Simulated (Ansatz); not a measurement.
# HfGe+ (sextet): from Hartree-Fock to the top rungs, def2-SVP

Aim: climb from Hartree-Fock through coupled cluster for HfGe+ (sextet) at one geometry and basis, and see what each rung misses.

Method: def2-SVP, core rule «outside noble gas», up to 18 orbitals frozen; program: Ansatz 0.2.0, Gaussian basis.

Plan: UHF; CCSD(T) on ROHF; CCSD(T) on UHF; CISD as a restricted active space (open shells left free, so some higher excitations enter); CCSDT(Q) on ROHF; CCSDT(Q) on UHF; CISDTQ; CCSDTQ on ROHF.

11 further runs of the same task are left out: 6 for a known fault of the program, 2 that didn't finish, 3 set aside as unsound or not needed. Runs told in other sessions of the task aren't counted.

## 1. The geometry

The geometry is a PBE0/def2-TZVP stationary point (not a proven minimum). No spin-orbit coupling is included. Elements past krypton take def2 core potentials. The filled d shell of Ge may be among the frozen orbitals whatever the setting's name suggests.

2 atoms, charge 1, spin multiplicity 6.

Atoms are counted from 1 here; the program's logs count them from 0.

Bond lengths: Hf1–Ge2 2.569 Å.

## 2. UHF

in.yaml reads:

```yaml
crystal:
  periodic: [false, false, false]
  atoms:
    - {symbol: Hf, position_ang: [0.000000, 0.000000, 0.000000]}
    - {symbol: Ge, position_ang: [0.000000, 0.000000, 2.569000]}
basis:
  gaussian: {orbitals: def2-SVP}
total_charge: 1
magnetization: {spin_polarized: true, initial_magnetization: 5}
hamiltonian: {xc: hf}
output: {orbitals: {seedname: orbitals}}
```

Command:

```sh
$ ansatz run in.yaml --threads 1 --pin off --events-out ev --progress --plain --max-ram 4160MiB --backend cpu
```

Further steps of the session: CCSD(T) on ROHF; CCSD(T) on UHF; CISD as a restricted active space (open shells left free, so some higher excitations enter); CCSDT(Q) on ROHF; CCSDT(Q) on UHF; CISDTQ; CCSDTQ on ROHF.

**Question.** What will the summary of the whole plan be? Wanted: RCCSDTQ from the RHF energy; RMP2 from RCCSDTQ; UMP2 from RCCSDTQ; RCCSD from RCCSDTQ; RCCSD(T) from RCCSDTQ; UCCSD(T) from RCCSDTQ; RCCSDT(Q) from RCCSDTQ; UCCSDT(Q) from RCCSDTQ; T1 diagnostic.

The runs gave:

```
                         quantity                                  value
      RCCSDTQ from the ROHF energy                             -2.8309 eV
                RMP2 from RCCSDTQ                             +671.1 meV
                UMP2 from RCCSDTQ                             +617.1 meV
               RCCSD from RCCSDTQ                             +175.0 meV
            RCCSD(T) from RCCSDTQ                              +39.7 meV
            UCCSD(T) from RCCSDTQ                              -38.1 meV
           RCCSDT(Q) from RCCSDTQ                               +1.1 meV
           UCCSDT(Q) from RCCSDTQ                              -79.3 meV
levels within 1 kcal/mol (43 meV)  RCCSD(T), UCCSD(T), RCCSDT, RCCSDT(Q)
                    T1 diagnostic                                  0.039
```

In words: RCCSD(T) misses by +39.7 meV, 1.4 % of the correlation energy. CCSD(T) misses by +39.7 meV on the restricted determinant and by -38.1 meV on the unrestricted one; the two need not hold the same state or core. These misses are within one basis, not against nature; the frozen cores of restricted and unrestricted runs differ, which can shift their rows.
